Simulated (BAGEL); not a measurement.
**A workflow on SnNH3F2 (SMILES [NH2][SnH]([F])[F])**

Wanted: energy and gradient (B3LYP/x2c-SV(P)all), then energy and forces (B3LYP/x2c-SVPall), then energy and forces (B3LYP/x2c-TZVPall) of SnNH3F2. 

The results are computed with BAGEL 1.2.2.

1 further run of the same task is left out (set aside as unsound or not needed).

### Step 1. The system as given

SnNH3F2: 7 atoms, total charge 0, spin state singlet. SMILES: `[NH2][SnH]([F])[F]`. Geometry: relaxed at PBE0-D4/def2-TZVP. This is one conformer, not always the lowest.

Bond lengths: N1–Sn2 1.988 Å, Sn2–F3 1.906 Å, Sn2–F4 1.907 Å, N1–H5 1.011 Å, N1–H6 1.011 Å, Sn2–H7 1.695 Å. Angles: N1–Sn2–F3 104.1°, N1–Sn2–F4 104.0°, F3–Sn2–F4 106.9°, N1–Sn2–H7 126.8°, F3–Sn2–H7 106.8°, F4–Sn2–H7 106.9°, Sn2–N1–H5 115.0°, Sn2–N1–H6 115.0°, H5–N1–H6 109.3°.

### Step 2. Energy and gradient at B3LYP/x2c-SV(P)all (DKH2, density fitting with AutoAux, property dipole) (run 1)

File input.json:

```json
{ "bagel" : [

{
  "title" : "molecule",
  "basis" : "x2c-sv_p_all.json",
  "df_basis" : "x2c-sv_p_all-autoaux.json",
  "angstrom" : true,
  "dkh" : true,
  "geometry" : [
    { "atom" : "N", "xyz" : [   -0.867100,    0.938700,    0.041400 ] },
    { "atom" : "Sn", "xyz" : [    0.471600,   -0.530400,   -0.019800 ] },
    { "atom" : "F", "xyz" : [    0.874500,   -0.869100,    1.812600 ] },
    { "atom" : "F", "xyz" : [   -0.517600,   -2.031300,   -0.655200 ] },
    { "atom" : "H", "xyz" : [   -0.544100,    1.794100,    0.472900 ] },
    { "atom" : "H", "xyz" : [   -1.303800,    1.155100,   -0.844400 ] },
    { "atom" : "H", "xyz" : [    1.948000,   -0.525100,   -0.853200 ] }
  ]
},
{
  "title" : "force",
  "method" : [
    {
      "title" : "ks",
      "xc_func" : "b3lyp"
    }
  ]
}

]}
```

The basis set x2c-SV(P)all is read from a file made from the Basis Set Exchange's data (not shown).

On the command line:

```sh
$ BAGEL_NUM_THREADS=1 BAGEL input.json > input.out
```

Output:

```text
* using 1 threads per process

  ===============================================================
  ===============================================================

  *** Geometry ***

  { "atom" : "N", "xyz" : [     -1.638582,      1.773886,      0.078235 ] },
  { "atom" : "Sn", "xyz" : [      0.891195,     -1.002311,     -0.037417 ] },
  { "atom" : "F", "xyz" : [      1.652565,     -1.642361,      3.425318 ] },
  { "atom" : "F", "xyz" : [     -0.978122,     -3.838601,     -1.238149 ] },
  { "atom" : "H", "xyz" : [     -1.028200,      3.390358,      0.893651 ] },
  { "atom" : "H", "xyz" : [     -2.463825,      2.182823,     -1.595685 ] },
  { "atom" : "H", "xyz" : [      3.681186,     -0.992295,     -1.612314 ] },

  Number of auxiliary basis functions:      730

[... 12 lines left out ...]
    * Removing 11607 points whose weight is below 1.00e-10
[... 13 lines left out ...]
    * SCF iteration converged.
[... 1 line left out ...]
    * Permanent dipole moment:
[... 2 lines left out ...]
  * Nuclear energy gradient

    o Atom   0
        x          0.0058382777
        y         -0.0018338888
        z         -0.0025370966
    o Atom   1
        x         -0.0070458717
        y         -0.0042107152
        z          0.0059323086
    o Atom   2
        x         -0.0036577151
        y          0.0028942049
        z         -0.0145148638
    o Atom   3
        x          0.0074712997
        y          0.0121519084
        z          0.0052457967
    o Atom   4
        x         -0.0019228438
        y         -0.0073077862
        z         -0.0043807290
    o Atom   5
        x          0.0047484197
        y         -0.0017152655
        z          0.0071787325
    o Atom   6
        x         -0.0054622343
        y          0.0000144638
        z          0.0030658099
  * Gradient computed with                              6.47

    * METHOD: FORCE                               17.60

  ===============================================================
```

Wall time 18 s (1 thread of Arm Neoverse V2, shared host); peak memory 1.2 GiB.

### Step 3. Energy and gradient at B3LYP/x2c-SVPall (DKH2, density fitting with AutoAux, property dipole) (run 2)

File dft.json:

```json
{ "bagel": [

{
  "title": "molecule",
  "basis": "x2c-svpall.json",
  "df_basis": "x2c-svpall-autoaux.json",
  "angstrom": "true",
  "dkh": "true",
  "geometry": [
    { "atom": "N", "xyz": [      -0.867100,       0.938700,       0.041400 ] },
    { "atom": "Sn", "xyz": [       0.471600,      -0.530400,      -0.019800 ] },
    { "atom": "F", "xyz": [       0.874500,      -0.869100,       1.812600 ] },
    { "atom": "F", "xyz": [      -0.517600,      -2.031300,      -0.655200 ] },
    { "atom": "H", "xyz": [      -0.544100,       1.794100,       0.472900 ] },
    { "atom": "H", "xyz": [      -1.303800,       1.155100,      -0.844400 ] },
    { "atom": "H", "xyz": [       1.948000,      -0.525100,      -0.853200 ] }
  ]
},

{
  "title": "force",
  "method": [
    {
      "title": "ks",
      "xc_func": "b3lyp"
    }
  ]
}

]}
```

The basis set x2c-SVPall is read from a file made from the Basis Set Exchange's data (not shown).

On the command line:

```sh
$ BAGEL_NUM_THREADS=1 BAGEL dft.json > dft.out
```

Output:

```text
* using 1 threads per process

  ===============================================================
  ===============================================================

  *** Geometry ***

  { "atom" : "N", "xyz" : [     -1.638582,      1.773886,      0.078235 ] },
  { "atom" : "Sn", "xyz" : [      0.891195,     -1.002311,     -0.037417 ] },
  { "atom" : "F", "xyz" : [      1.652565,     -1.642361,      3.425318 ] },
  { "atom" : "F", "xyz" : [     -0.978122,     -3.838601,     -1.238149 ] },
  { "atom" : "H", "xyz" : [     -1.028200,      3.390358,      0.893651 ] },
  { "atom" : "H", "xyz" : [     -2.463825,      2.182823,     -1.595685 ] },
  { "atom" : "H", "xyz" : [      3.681186,     -0.992295,     -1.612314 ] },

  Number of auxiliary basis functions:      763

[... 12 lines left out ...]
    * Removing 11607 points whose weight is below 1.00e-10
[... 13 lines left out ...]
    * SCF iteration converged.
[... 1 line left out ...]
    * Permanent dipole moment:
[... 2 lines left out ...]
  * Nuclear energy gradient

    o Atom   0
        x          0.0064210721
        y         -0.0020795434
        z         -0.0027578300
    o Atom   1
        x         -0.0091133942
        y         -0.0048952641
        z          0.0074272130
    o Atom   2
        x         -0.0036052409
        y          0.0029287698
        z         -0.0145085091
    o Atom   3
        x          0.0074819315
        y          0.0121572553
        z          0.0051833229
    o Atom   4
        x         -0.0016066841
        y         -0.0062562472
        z         -0.0030796177
    o Atom   5
        x          0.0035974089
        y         -0.0018990347
        z          0.0059392892
    o Atom   6
        x         -0.0032052138
        y          0.0000372915
        z          0.0017856296
  * Gradient computed with                              6.90

    * METHOD: FORCE                               19.59

  ===============================================================
```

Run time: 20 s. Hardware: 1 thread of Arm Neoverse V2, shared host; peak memory 1.3 GiB.

### Step 4. Energy and gradient at B3LYP/x2c-TZVPall (DKH2, density fitting with AutoAux, property dipole) (run 3)

File input.json:

```json
{ "bagel": [

{
  "title": "molecule",
  "basis": "x2c-tzvpall.json",
  "df_basis": "x2c-tzvpall-autoaux.json",
  "angstrom": true,
  "dkh": true,
  "geometry": [
    { "atom": "N", "xyz": [   -0.867100,    0.938700,    0.041400 ] },
    { "atom": "Sn", "xyz": [    0.471600,   -0.530400,   -0.019800 ] },
    { "atom": "F", "xyz": [    0.874500,   -0.869100,    1.812600 ] },
    { "atom": "F", "xyz": [   -0.517600,   -2.031300,   -0.655200 ] },
    { "atom": "H", "xyz": [   -0.544100,    1.794100,    0.472900 ] },
    { "atom": "H", "xyz": [   -1.303800,    1.155100,   -0.844400 ] },
    { "atom": "H", "xyz": [    1.948000,   -0.525100,   -0.853200 ] }
  ]
},
{
  "title": "force",
  "method": [
    { "title": "ks", "xc_func": "b3lyp" }
  ]
}

]}
```

The basis set x2c-TZVPall is read from a file made from the Basis Set Exchange's data (not shown).

On the command line:

```sh
$ BAGEL_NUM_THREADS=1 BAGEL input.json > input.out
```

Output:

```text
* using 1 threads per process

  ===============================================================
  ===============================================================

  *** Geometry ***

  { "atom" : "N", "xyz" : [     -1.638582,      1.773886,      0.078235 ] },
  { "atom" : "Sn", "xyz" : [      0.891195,     -1.002311,     -0.037417 ] },
  { "atom" : "F", "xyz" : [      1.652565,     -1.642361,      3.425318 ] },
  { "atom" : "F", "xyz" : [     -0.978122,     -3.838601,     -1.238149 ] },
  { "atom" : "H", "xyz" : [     -1.028200,      3.390358,      0.893651 ] },
  { "atom" : "H", "xyz" : [     -2.463825,      2.182823,     -1.595685 ] },
  { "atom" : "H", "xyz" : [      3.681186,     -0.992295,     -1.612314 ] },

  Number of auxiliary basis functions:     1143

[... 12 lines left out ...]
    * Removing 11607 points whose weight is below 1.00e-10
[... 13 lines left out ...]
    * SCF iteration converged.
[... 1 line left out ...]
    * Permanent dipole moment:
[... 2 lines left out ...]
  * Nuclear energy gradient

    o Atom   0
        x          0.0049765782
        y         -0.0051904890
        z         -0.0004125599
    o Atom   1
        x         -0.0060872561
        y         -0.0025690115
        z          0.0046830350
    o Atom   2
        x         -0.0019297925
        y          0.0016283450
        z         -0.0085091716
    o Atom   3
        x          0.0045255297
        y          0.0070000548
        z          0.0029540812
    o Atom   4
        x          0.0000487281
        y         -0.0007943525
        z         -0.0004220481
    o Atom   5
        x          0.0006459560
        y         -0.0003093585
        z          0.0006101429
    o Atom   6
        x         -0.0022090090
        y          0.0002184366
        z          0.0011348382
  * Gradient computed with                             18.02

    * METHOD: FORCE                               77.63

  ===============================================================
```

It took 80 s on 1 thread of Arm Neoverse V2, shared host; peak memory 2.3 GiB.

### Step 5. What came out

| quantity | value |
| --- | --- |
| run 1, B3LYP/x2c-SV(P)all: total energy | -6430.57852 Eh |
| run 1, B3LYP/x2c-SV(P)all: dipole moment | 4.40 D |
| run 1, B3LYP/x2c-SV(P)all: largest force on an atom | 0.784 eV/Å |
| run 2, B3LYP/x2c-SVPall: total energy | -6430.59133 Eh |
| run 2, B3LYP/x2c-SVPall: dipole moment | 4.35 D |
| run 2, B3LYP/x2c-SVPall: largest force on an atom | 0.783 eV/Å |
| run 3, B3LYP/x2c-TZVPall: total energy | -6431.56418 Eh |
| run 3, B3LYP/x2c-TZVPall: dipole moment | 4.39 D |
| run 3, B3LYP/x2c-TZVPall: largest force on an atom | 0.456 eV/Å |

The largest force (run 1, B3LYP/x2c-SV(P)all) is 0.78 eV/Å: the shape isn't a stationary point for this species at this level. The largest force (run 3, B3LYP/x2c-TZVPall) is 0.46 eV/Å: the shape isn't a stationary point for this species at this level. The largest force (run 2, B3LYP/x2c-SVPall) is 0.78 eV/Å: the shape isn't a stationary point for this species at this level.
